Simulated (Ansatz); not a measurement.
# GeH3NO: the cost of one run

All numbers below are computed with Ansatz 0.2.0 (RKS PBE0-D4/def2-SVP).

### Step 1. Starting point

Bond lengths: N1–Ge2 1.800 Å, Ge2–O3 1.765 Å, N1–H4 1.042 Å, N1–H5 1.075 Å, O3–H6 1.008 Å. Angles: N1–Ge2–O3 108.6°, Ge2–N1–H4 106.3°, Ge2–N1–H5 108.9°, H4–N1–H5 101.0°, Ge2–O3–H6 106.2°.

Structure file:

```xyz
6

N    -1.0513   -0.0944   -0.3643
Ge    0.6090   -0.7886   -0.4145
O     1.3936   -0.4827    1.1368
H    -1.4382   -0.1899   -1.3272
H    -0.9789    0.9745   -0.2783
H     1.5078    0.5171    1.2011
```

### Step 2. End point A

File input.yaml:

```yaml
crystal:
  periodic: [false, false, false]
  atoms:
    - { symbol: "N", position_ang: [-1.0513, -0.0944, -0.3643] }
    - { symbol: Ge, position_ang: [0.609, -0.7886, -0.4145] }
    - { symbol: O, position_ang: [1.3936, -0.4827, 1.1368] }
    - { symbol: H, position_ang: [-1.4382, -0.1899, -1.3272] }
    - { symbol: H, position_ang: [-0.9789, 0.9745, -0.2783] }
    - { symbol: H, position_ang: [1.5078, 0.5171, 1.2011] }
basis:
  gaussian: { orbitals: def2-SVP }
hamiltonian:
  xc: pbe0
  dispersion: d4
relax:
  f_tol: 0.015
  max_steps: 40
```

On the command line:

```bash
$ ansatz run input.yaml --threads 1 --pin off --max-ram 2048MiB --backend cpu --events-out ev --progress --plain --runs-dir out
```

What time and memory should one allow on 1 thread of Arm Neoverse N1, shared host?

About 49 s, with a peak of 0.14 GiB.
